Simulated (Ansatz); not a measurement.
# SiSn2: the cost of one run

Computed with Ansatz 0.2.0 (reference: DFT, HSE06, plane waves, PAW, unless a step's input says otherwise).

1 further run of the same task is left out (it didn't finish).

### 1 Starting point

Symmetry: P-3m1, No. 164, trigonal system. Conventional cell: a = 4.377 Å, b = 4.377 Å, c = 10.831 Å, α = 90.00°, β = 90.00°, γ = 120.00°. Around Si (site symmetry 3m) lie 1 Sn at 2.60 Å and 3 Si at 2.60 Å. Sn (site symmetry 3m) is surrounded by 1 Si at 2.60 Å and 3 Sn at 2.76 Å. Sn (site symmetry 3m) has 4 Sn at 2.76 to 2.81 Å as nearest neighbours.

As a file:

```
Si Sn
1.0
     4.37700    0.00000    0.00000
    -2.18850    3.79060    0.00000
     0.00000    0.00000   10.83084
Si Sn
2 4
Direct
  0.66667 0.33333 0.52873
  0.33333 0.66667 0.47127
  0.33333 0.66667 0.23111
  0.00000 0.00000 0.87049
  0.00000 0.00000 0.12951
  0.66667 0.33333 0.76889
```

### 2 Baseline

File input.yaml:

```yaml
crystal:
  lattice:
    - [4.3770036184, 0.0, 0.0]
    - [-2.1885018092, 3.790596326, 0.0]
    - [0.0, 0.0, 10.830835141]
  atoms:
    - { symbol: Si, position: [0.6666666667, 0.3333333333, 0.5287291198] }
    - { symbol: Sn, position: [0.3333333333, 0.6666666667, 0.2311148551] }
    - { symbol: Sn, position: [0.0, 0.0, 0.8704914689] }
    - { symbol: Si, position: [0.3333333333, 0.6666666667, 0.4712708802] }
    - { symbol: Sn, position: [0.0, 0.0, 0.1295085311] }
    - { symbol: Sn, position: [0.6666666667, 0.3333333333, 0.7688851449] }
kpoints:
  mp_grid: { grid: [6, 6, 2] }
hamiltonian:
  xc: hse06
scf:
  occupations: { method: fermi_dirac, width: 0.02 }
  n_extra_bands: 5
output:
  forces: true
  stress: true
  eigenvalues: true
```

The run is started by

```console
> ansatz run input.yaml --threads 4 --pin off --max-ram 4608MiB --backend cpu --events-out ev --progress --plain --runs-dir out
```

What time and memory should one allow on 4 threads of Arm Neoverse N1, shared host?

About 1.7 min, with a peak of 3.3 GiB.
